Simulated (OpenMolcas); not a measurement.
**Tc⁴⁺ among point charges: CASSCF and CASPT2 levels and susceptibility**

How does a field of 6 point charges split the states of Tc⁴⁺, and what χT follows?

The numbers are computed with OpenMolcas 26.06 (state-averaged CASSCF and CASPT2, spin-orbit coupling by RASSI with atomic mean-field integrals), except any that are marked as measured or tabulated.

## Step 1: The system

- Species: Tc⁴⁺ (technetium, Z = 43, 39 electrons)
- Basis: ANO-RCC-VDZP [6s5p3d1f], 43 functions
- Scalar Hamiltonian: DKH2, point nucleus
- Inactive shells: 1s 2s 2p 3s 3p 3d 4s 4p
- Active space: 3 electrons in 5 orbitals (4d)
- Some configurations of this space: 4d3
- Orbitals: optimised for each spin and parity, averaged over all roots

Outer shells as boxes (Hund's rule):

4d3
```
4d [↑ ][↑ ][↑ ][  ][  ]
```

The ion sits among 6 point charges of -1.7 e arranged as a tetragonal octahedron (D4h), 1.65 Å from the ion.

The work runs as a chain of OpenMolcas steps in one folder; each step below is one input file. Labels, J, g values, rates, χT and fits are worked out afterwards by a script from the matrices that RASSI stores. The input lists half of the charges; inversion (Group=XYZ) makes the rest.

## Step 2: One- and two-electron integrals

a.inp reads:

```
&GATEWAY
Coord
1

Tc 0.0 0.0 0.0
Basis=ANO-RCC-VDZP
Group=XYZ
NoMove
AngMom=0.0 0.0 0.0
AMFI
XField
3 Angstrom 0
1.650000 0.000000 0.000000 -1.700000
0.000000 1.650000 0.000000 -1.700000
0.000000 0.000000 1.650000 -1.700000
&SEWARD
```

## Step 3: CASSCF: quartets of even parity, 10 roots

a.inp reads:

```
&RASSCF
FileOrb=start.orb
Symmetry=1
Spin=4
nActEl=3 0 0
Inactive=9 9
Ras2=5 0
CIRoot=10 10 1
SDav=10
CIMx=300
Iter=120 100
PrWF=0.3
OrbListing=Nothing
MaxOrb=0
>>> COPY $Project.JobIph JOB001
```

start.orb holds the contracted functions of the basis, ordered by shell, or the orbitals of the step before.

## Step 4: CASSCF: doublets of even parity, 40 roots

a.inp reads:

```
&RASSCF
FileOrb=start.orb
Symmetry=1
Spin=2
nActEl=3 0 0
Inactive=9 9
Ras2=5 0
CIRoot=40 40 1
SDav=40
CIMx=300
Iter=120 100
PrWF=0.3
OrbListing=Nothing
MaxOrb=0
>>> COPY $Project.JobIph JOB002
```

## Step 5: RASSI: spin-orbit coupling between the states

a.inp reads:

```
&RASSI
NrOfJobIphs=2 10 40
1 2 3 4 5 6 7 8 9 10
1 2 3 4 5 6 7 8 9 10 11 12 13 14 15 16 17 18 19 20 21 22 23 24 25 26 27
28 29 30 31 32 33 34 35 36 37 38 39 40
IphNames
JOB001
JOB002
EJob
SpinOrbit
DIPRint=1.0
SOCoupling=1000.0
Subsets=2
Property=9
'ANGMOM' 1 'ANGMOM' 2 'ANGMOM' 3 'MLTPL  1' 1 'MLTPL  1' 2 'MLTPL  1' 3
'AMFI' 1 'AMFI' 2 'AMFI' 3
SOProperty=3
'ANGMOM' 1 'ANGMOM' 2 'ANGMOM' 3
```

## Step 6: CASPT2: IPEA 0.25, imaginary shift 0.1 (closed shells correlated: 4s 4p)

a.inp reads:

```
>>> COPY JOB001 $Project.JobIph
&CASPT2
Multistate=10 1 2 3 4 5 6 7 8 9 10
NoMult
Frozen=8 6
IPEA=0.25
Imaginary=0.1
MaxIter=60
WThr=0.0 0.3 0.05
PrWF=0.5
NoMix
>>> COPY JOB002 $Project.JobIph
&CASPT2
Multistate=40 1 2 3 4 5 6 7 8 9 10 11 12 13 14 15 16 17 18 19 20 21 22
23 24 25 26 27 28 29 30 31 32 33 34 35 36 37 38 39 40
NoMult
Frozen=8 6
IPEA=0.25
Imaginary=0.1
MaxIter=60
WThr=0.0 0.3 0.05
PrWF=0.5
NoMix
```

(Steps that only read results are left out.)

**Question.** What will these runs give? Wanted: spin-free ground state; first state of the same spin within the active space; lowest level; next level.

The runs gave:

| quantity | value |
| --- | --- |
| method | SS-CASPT2, IPEA 0.25, imaginary shift 0.1 (closed shells correlated: 4s 4p) |
| spin-free ground state | 4B1, 1-fold in its orbital part |
| first state of the same spin within the active space | quartet at 19600 cm⁻¹ |
| lowest level | 4-fold |
| next level | 14287.5 cm⁻¹ |
| χT at 300 K | 1.64 cm³ K/mol |
| effective moment at 300 K | 3.62 μB |

Cost by method:

| method | time of its own steps | time with the reference |
| --- | --- | --- |
| A. CASSCF | 8.5 s | 8.5 s |
| B. SS-CASPT2, IPEA 0.25, imaginary shift 0.1, +4s 4p | 2.9 s | 11 s |

Times are of one thread on a shared host.

The spin-free ground state (4B1) comes to 100 % from free-ion F terms and keeps the highest spin of the shell. χT at 300 K is 1.64, against 1.88 cm³ K/mol for the spin alone, so spin-orbit coupling lowers it. CASPT2 does not keep the components of a term degenerate, and the means are used. The field of point charges can differ much from that of real complexes. This is an electrostatic model: the charges have no orbitals.
